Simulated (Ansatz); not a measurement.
# GdCo3 (AuCu3 type): a single-point run

Aim: a sound single-point run of GdCo3 (AuCu3 type). The structure is shown as the input types it.

Program: Ansatz 0.2.0. Level of theory: DFT PBE+U, scalar-relativistic, plane waves, PAW. These are calculated values, not measurements.

2 further runs of the same task are left out: 1 that didn't finish, 1 set aside as unsound or not needed. Runs told in other sessions of the task aren't counted.

## 1. The structure to begin with

It takes space group Pm-3m (No. 221, cubic). Conventional cell: a = 3.893 Å, b = 3.893 Å, c = 3.893 Å, α = 90.00°, β = 90.00°, γ = 90.00°. Gd (site symmetry m-3m) has 12 Co at 2.75 Å in its first shell of neighbours. Around Co (site symmetry 4/mmm) lie 4 Gd at 2.75 Å and 8 Co at 2.75 Å.

Structure file:

```xyz
4
Lattice="3.8931 0.0000 0.0000 0.0000 3.8931 0.0000 0.0000 0.0000 3.8931" Properties=species:S:1:pos:R:3 pbc="T T T"
Gd    0.0000    0.0000    0.0000
Co    0.0000    1.9465    1.9465
Co    1.9465    1.9465    0.0000
Co    1.9465    0.0000    1.9465
```

## 2. The run

input.yaml reads:

```yaml
crystal:
  lattice:
    - [3.8930853298, 0.0, 0.0]
    - [0.0, 3.8930853298, 0.0]
    - [0.0, 0.0, 3.8930853298]
  atoms:
    - { symbol: Gd, position: [0.0, 0.0, 0.0], spin: 7.0 }
    - { symbol: Co, position: [0.0, 0.5, 0.5], spin: -1.5 }
    - { symbol: Co, position: [0.5, 0.5, 0.0], spin: -1.5 }
    - { symbol: Co, position: [0.5, 0.0, 0.5], spin: -1.5 }
basis:
  ecutwfc: 420
  ecutrho_ratio: 2
kpoints:
  mp_grid: { grid: [8, 8, 8] }
hamiltonian:
  xc: pbe
  hubbard: { sites: [{ species: Gd, l: f, u_eff: 6.0 }] }
scf:
  occupations: { method: gaussian, width: 0.05 }
  max_iter: 75
output:
  forces: true
  stress: true
magnetization:
  spin_polarized: true
```

Launch:

```sh
ansatz run input.yaml --threads 2 --pin off --max-ram 2662MiB --backend cpu --events-out ev --progress --plain --runs-dir out
```

What happens when this is run?

The run converged and reported no error, with warnings (cutoff below recommended, filled band counts differ across k points). Its log warns: «basis.ecutrho_ratio = 2 (ecutrho = 840 eV) is below the records' recommended 1680 eV»

The suspect setting: basis.ecutrho_ratio is 2. The grid or cutoff for the density and potential is too coarse for the wavefunction basis: a density holds Fourier components up to twice the waves' wavevector.

To check: set basis.ecutrho_ratio to 4.
